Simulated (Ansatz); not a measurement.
**C2H3ClSi (SMILES ClC1=C[SiH2]1): r2SCAN0/def2-SVP**

Aim: the vertical singlet–triplet gap of C2H3ClSi at r2SCAN0/def2-SVP, from 2 runs. 

The results are computed with Ansatz 0.2.0.

57 further runs of the same task are left out: 57 set aside as unsound or not needed.

### Step 1. The structure to begin with

The species is C2H3ClSi (7 atoms), meant as a singlet with charge 0. SMILES: `ClC1=C[SiH2]1`. Geometry: relaxed at PBE0-D4/def2-TZVP.

Bond lengths: Cl1–C2 1.700 Å, C2–C3 1.327 Å, C2–Si4 1.804 Å, C3–Si4 1.819 Å, C3–H5 1.082 Å, Si4–H6 1.482 Å, Si4–H7 1.482 Å. Some angles: Cl1–C2–C3 135.8°, Cl1–C2–Si4 155.1°, C3–C2–Si4 69.2°, C2–C3–Si4 67.9°, C2–Si4–C3 43.0°, C2–C3–H5 137.0°, Si4–C3–H5 155.1°, C2–Si4–H6 121.6°, C2–Si4–H7 121.6°, C3–Si4–H6 121.6°.

### Step 2. The energy at r2SCAN0/def2-SVP

Input file job.yaml:

```yaml
crystal:
  periodic: [false, false, false]
  atoms:
    - {symbol: Cl, position_ang: [-1.169200, -2.293300, 0.411500]}
    - {symbol: C, position_ang: [-0.358000, -0.819900, 0.163200]}
    - {symbol: C, position_ang: [0.836800, -0.330000, 0.466700]}
    - {symbol: Si, position_ang: [-0.185900, 0.871600, -0.438900]}
    - {symbol: H, position_ang: [1.727500, -0.673800, 0.975600]}
    - {symbol: H, position_ang: [-0.837800, 2.011300, 0.248800]}
    - {symbol: H, position_ang: [0.047800, 1.166200, -1.872600]}
basis:
  gaussian: {orbitals: def2-SVP}
total_charge: 0
hamiltonian: {xc: {name: r2SCAN0}}
accuracy: high
output: {orbitals: {seedname: orbitals}}
```

On the command line:

```console
$ ansatz run job.yaml --threads 1 --pin off --max-ram 3480MiB --events-out events.jsonl --progress --plain --runs-dir runs
```

What it wrote:

```text
Warning: RAYON_NUM_THREADS=1 ignored (pool sized by the plan → 1); use --threads N
Functional definition: r2SCAN0
  name "r2SCAN0"
  parameter a = 0.25
  parameter k0 = 0.174
  parameter k1 = 0.065
  parameter a1 = 4.9479
  exchange = (1 - a)*r2scan_x(k0 = k0, k1 = k1, a1 = a1) + a*exact_x
  correlation = r2scan_c
1684 factors; integrals over basis functions are off by at most 3.6e-9 eV
mean field evaluation 1: about -22505.2680 eV, gradient 4.1e1 eV
mean field evaluation 2: about -22501.6607 eV, gradient 5.2e1 eV
mean field evaluation 4: about -22509.4991 eV, gradient 2.3e0 eV
mean field evaluation 8: about -22509.6939 eV, gradient 2.0e-1 eV
mean field evaluation 16: about -22509.6940 eV, gradient 3.0e-5 eV
mean field -22509.69400361 eV, -827.2159970139 hartree, gradient 6.3e-8 eV, S^2 0.000000; 0 other end points of the search recorded, 0 dependent functions left out
reference -22509.69400411 eV, -827.2159970326 hartree; 23, 23 occupied and 56, 56 virtual orbitals, 1684 factors
Total energy: -22509.69400411 eV, -827.2159970326 hartree
```

Wall time 11 s (1 thread of Arm Neoverse V2, shared host); peak memory 0.29 GiB.

### Step 3. The triplet

Input file run.yaml:

```yaml
crystal:
  periodic: [false, false, false]
  atoms:
    - {symbol: Cl, position_ang: [-1.169200, -2.293300, 0.411500]}
    - {symbol: C, position_ang: [-0.358000, -0.819900, 0.163200]}
    - {symbol: C, position_ang: [0.836800, -0.330000, 0.466700]}
    - {symbol: Si, position_ang: [-0.185900, 0.871600, -0.438900]}
    - {symbol: H, position_ang: [1.727500, -0.673800, 0.975600]}
    - {symbol: H, position_ang: [-0.837800, 2.011300, 0.248800]}
    - {symbol: H, position_ang: [0.047800, 1.166200, -1.872600]}
basis:
  gaussian:
    orbitals: def2-SVP
accuracy: high
hamiltonian:
  xc: {name: r2SCAN0}
output: {orbitals: {seedname: orbitals}}
magnetization:
  spin_polarized: true
  initial_magnetization: 2
```

On the command line:

```console
$ ansatz run run.yaml --threads 1 --pin off --max-ram 3480MiB --events-out events.jsonl --progress --plain --runs-dir runs
```

What it wrote, cut to the lines that bear on the results:

```text
Warning: RAYON_NUM_THREADS=1 ignored (pool sized by the plan → 1); use --threads N
[... 8 set-up lines as earlier in the session ...]
1684 factors; integrals over basis functions are off by at most 3.6e-9 eV
mean field evaluation 1: about -22493.7642 eV, gradient 4.3e1 eV
mean field evaluation 2: about -22468.5674 eV, gradient 7.4e1 eV
mean field evaluation 4: about -22503.8440 eV, gradient 8.5e0 eV
mean field evaluation 8: about -22504.4704 eV, gradient 7.2e-1 eV
mean field evaluation 16: about -22504.4795 eV, gradient 3.1e-2 eV
mean field evaluation 32: about -22505.1180 eV, gradient 1.1e0 eV
mean field -22505.27535744 eV, -827.0536147625 hartree, gradient 4.1e-8 eV, S^2 2.023293; 2 other end points of the search recorded, 0 dependent functions left out
reference -22505.27535871 eV, -827.0536148090 hartree; 24, 22 occupied and 55, 57 virtual orbitals, 1684 factors
Total energy: -22505.27535871 eV, -827.0536148090 hartree
```

It took 27 s on 1 thread of Arm Neoverse V2, shared host; peak memory 0.49 GiB.

### Step 4. What came out

At r2SCAN0/def2-SVP:

| quantity | value |
| --- | --- |
| singlet: total energy | -827.21600 Eh |
| singlet: HOMO energy | -7.95 eV |
| singlet: LUMO energy | -0.12 eV |
| singlet: HOMO–LUMO gap | 7.83 eV |
| triplet: total energy | -827.05361 Eh |
| triplet: HOMO energy (highest over α and β) | -3.73 eV |
| triplet: ⟨S²⟩ | 2.023 |
| vertical energy of the triplet above the singlet | 4.419 eV |

What this shows: At this shape the triplet lies 4.42 eV (426 kJ/mol) above the singlet.
